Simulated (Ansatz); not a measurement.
# ScPd: the crystal squeezed far

One table from this session's results is given with a row withheld; the runs are named, their logs left out.

Computed with Ansatz 0.2.0 (DFT PBEsol, with the methods named in each step, unless a step's input says otherwise).

### The system as given

Symmetry: Pm-3m, No. 221, cubic system. The conventional cell has a = 3.299 Å, b = 3.299 Å, c = 3.299 Å, α = 90.00°, β = 90.00°, γ = 90.00°. Around Sc (site symmetry m-3m) lie 8 Pd at 2.86 Å. Around Pd (site symmetry m-3m) lie 8 Sc at 2.86 Å.

Coordinates:

```cif
data_structure
_symmetry_space_group_name_H-M 'Pm-3m'
_symmetry_Int_Tables_number 221
_cell_length_a 3.2995
_cell_length_b 3.2995
_cell_length_c 3.2995
_cell_angle_alpha 90.000
_cell_angle_beta 90.000
_cell_angle_gamma 90.000
_cell_volume 35.92
loop_
_atom_site_label
_atom_site_type_symbol
_atom_site_symmetry_multiplicity
_atom_site_Wyckoff_symbol
_atom_site_fract_x
_atom_site_fract_y
_atom_site_fract_z
_atom_site_occupancy
Sc1 Sc 1 b 0.50000 0.50000 0.50000 1
Pd1 Pd 1 a 0.00000 0.00000 0.00000 1
```

The file gives the conventional cell by its symmetry; the runs use the cell typed in the input.

Whether this phase is the stable one at these pressures isn't tested.

Atoms are numbered in the order of the input: Sc1, Pd2.

The first run:

File input.yaml:

```yaml
crystal:
  lattice:
    - [3.2994663, 0.0, 0.0]
    - [0.0, 3.2994663, 0.0]
    - [0.0, 0.0, 3.2994663]
  atoms:
    - { symbol: Sc, position: [0.5, 0.5, 0.5] }
    - { symbol: Pd, position: [0.0, 0.0, 0.0] }
kpoints:
  mp_grid: { grid: [11, 11, 11] }
  band_path:
    path:
      - [0.0, 0.0, 0.0]
      - [0.0, 0.5, 0.0]
      - [0.5, 0.5, 0.0]
      - [0.0, 0.0, 0.0]
      - [0.5, 0.5, 0.5]
      - [0.0, 0.5, 0.0]
      - [0.5, 0.5, 0.5]
      - [0.5, 0.5, 0.0]
    npoints: 14
scf:
  occupations: { method: fermi_dirac, width: 0.05 }
hamiltonian:
  xc: pbesol
  pseudopotentials: { kind: all_electron, lapw: { basis_error: 0.001 } }
output:
  forces: true
  stress: true
  eigenvalues: true
  populations: true
```

On the command line:

```sh
$ ansatz run input.yaml --threads 1 --pin off --max-ram 2048MiB --backend cpu --events-out ev --progress --plain --runs-dir out
```

Steps of the session up to this table: The reference volume, LAPW; Volume scaled by 0.75, LAPW; Volume scaled by 0.55, LAPW; Volume scaled by 0.45, LAPW; Volume scaled by 0.45, crystal datasets.

One table of the session follows, with a row left open; its other results are not shown here.

| method | volume over the first | volume (Å³/atom) | pressure (GPa) |
| --- | --- | --- | --- |
| LAPW | 1 | 17.960 | -3.66 |
| LAPW | 0.75 | 13.470 | 54.53 |
| LAPW | 0.55 | 9.878 | 223.63 |
| LAPW | 0.45 | 8.082 | 450.63 |
| PAW | 1 | 17.960 | -3.65 |
| PAW | 0.75 | ? | ? |
| PAW | 0.55 | 9.878 | 223.44 |
| PAW | 0.45 | 8.082 | 450.00 |
| crystal datasets | 0.45 | 8.082 | 450.63 |

Q: Estimate the row for PAW, 0.75 from the others.

The run gave: volume (Å³/atom): 13.470; pressure (GPa): 54.51.

To keep in mind: Rows by PAW come from runs of the same series that aren't printed here. Warnings in the runs' records: gradients without spin orbit, stress scf threshold loose, crystal datasets made.
